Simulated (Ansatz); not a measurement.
# CH₇BSSi: a ladder of functionals and wavefunction methods

One table from this session's results is given with a row withheld; the runs are named, their logs left out.

Method: functionals in def2-TZVPP, the program's frozen cores in correlated methods; program: Ansatz 0.2.0, Gaussian basis.

Plan: LDA (SPW92), PBE-D4, revPBE-D4, BLYP-D4, r2SCAN-D4, B97M-V, PBE0-D4, B3LYP-D4, r2SCANh-D4, r2SCAN0-D4, HSE06-D4, BHLYP-D4, CAM-B3LYP-D4, LC-ωPBE, ωB97X-V, ωB97M-V, B2PLYP, PBE-QIDH; CCSD(T)/def2-SVP; CCSD(T)/def2-TZVPP; MP2/def2-QZVPP; extrapolation to the limit; RPA on PBE.

## Structure used throughout

An earlier PBE0-D4 in a triple-zeta def2 set relaxation fixed the geometry.

SMILES `CSB[SiH3]`, 11 atoms, charge 0, spin multiplicity 1.

Atoms are counted from 1 here; the program's logs count them from 0.

Bond lengths: C1–S2 1.810 Å, C1–H5 1.090 Å, C1–H6 1.090 Å, C1–H7 1.088 Å, S2–B3 1.746 Å, B3–Si4 2.008 Å, B3–H8 1.196 Å, Si4–H9 1.491 Å, Si4–H10 1.489 Å, Si4–H11 1.491 Å. Angles: S2–C1–H5 108.9°, S2–C1–H6 108.9°, S2–C1–H7 109.9°, H5–C1–H6 109.0°, H5–C1–H7 110.0°, H6–C1–H7 110.0°, C1–S2–B3 106.9°, S2–B3–Si4 118.0°, S2–B3–H8 119.5°, Si4–B3–H8 122.5°, B3–Si4–H9 110.0°, B3–Si4–H10 112.9°, B3–Si4–H11 110.0°, H9–Si4–H10 108.2°, H9–Si4–H11 107.3°, H10–Si4–H11 108.2°.

The first run:

File in.yaml:

```yaml
crystal:
  periodic: [false, false, false]
  atoms:
    - {symbol: C, position_ang: [-0.937432, 1.975930, 1.004647]}
    - {symbol: S, position_ang: [0.393273, 1.127432, 0.118199]}
    - {symbol: B, position_ang: [-0.110367, -0.532309, -0.084008]}
    - {symbol: Si, position_ang: [1.133984, -1.786993, -1.037894]}
    - {symbol: H, position_ang: [-1.304860, 2.796929, 0.389239]}
    - {symbol: H, position_ang: [-0.540388, 2.379928, 1.935731]}
    - {symbol: H, position_ang: [-1.744999, 1.278016, 1.215662]}
    - {symbol: H, position_ang: [-1.171103, -0.882009, 0.344152]}
    - {symbol: H, position_ang: [0.460082, -2.359640, -2.238313]}
    - {symbol: H, position_ang: [2.393316, -1.128894, -1.481992]}
    - {symbol: H, position_ang: [1.493894, -2.925490, -0.144922]}
basis:
  gaussian: {orbitals: def2-TZVPP}
hamiltonian: {xc: lda}
output: {orbitals: {seedname: orbitals}}
```

On the command line:

```console
$ ansatz run in.yaml --threads 2 --pin off --events-out ev --progress --plain --max-ram 4352MiB
```

Among the steps run: LDA; PBE-D4 (GGA); revPBE-D4 (GGA); BLYP-D4 (GGA); r2SCAN-D4 (meta-GGA); B97M-V (meta-GGA); B3LYP-D4 (hybrid); r2SCANh-D4 (hybrid); r2SCAN0-D4 (hybrid); HSE06-D4 (hybrid); BHLYP-D4 (hybrid); CAM-B3LYP-D4 (range-separated); LC-ωPBE (range-separated); ωB97X-V (range-separated); ωB97M-V (range-separated); B2PLYP (double hybrid); PBE-QIDH (double hybrid).

One table of the session follows, with a row left open; its other results are not shown here.

It belongs to the step «Orbital energies across the functionals». 

| functional | HOMO (eV) | LUMO (eV) | gap (eV) |
| --- | --- | --- | --- |
| LDA (SPW92) | -6.99 | -2.63 | 4.36 |
| PBE-D4 | -6.88 | -2.43 | 4.45 |
| revPBE-D4 | -6.83 | -2.35 | 4.48 |
| BLYP-D4 | -6.70 | -2.24 | 4.46 |
| r2SCAN-D4 | -7.10 | -2.21 | 4.89 |
| B97M-V | -7.20 | -2.27 | 4.94 |
| PBE0-D4 | -7.99 | -1.54 | 6.45 |
| B3LYP-D4 | -7.75 | -1.69 | 6.05 |
| r2SCANh-D4 | -7.52 | -1.89 | 5.62 |
| r2SCAN0-D4 | ? | ? | ? |
| HSE06-D4 | -7.59 | -1.92 | 5.67 |
| BHLYP-D4 | -8.94 | -0.49 | 8.45 |
| CAM-B3LYP-D4 | -9.25 | -0.40 | 8.85 |
| LC-ωPBE | -10.63 | 0.66 | 11.29 |
| ωB97X-V | -10.28 | 0.59 | 10.87 |
| ωB97M-V | -10.15 | 0.41 | 10.56 |

Q: Estimate the row for r2SCAN0-D4 from the others.

Worked estimate for «HOMO (eV)». Against the share of exact exchange, r2SCAN-D4 (0, -7.10), r2SCANh-D4 (0.1, -7.52) give a slope of -4.20 per unit share; at 0.25 the line stands at -8.15.

**Answer.** HOMO (eV): -8.14; LUMO (eV): -1.42; gap (eV): 6.72. In «HOMO (eV)» the line misses by -0.01.
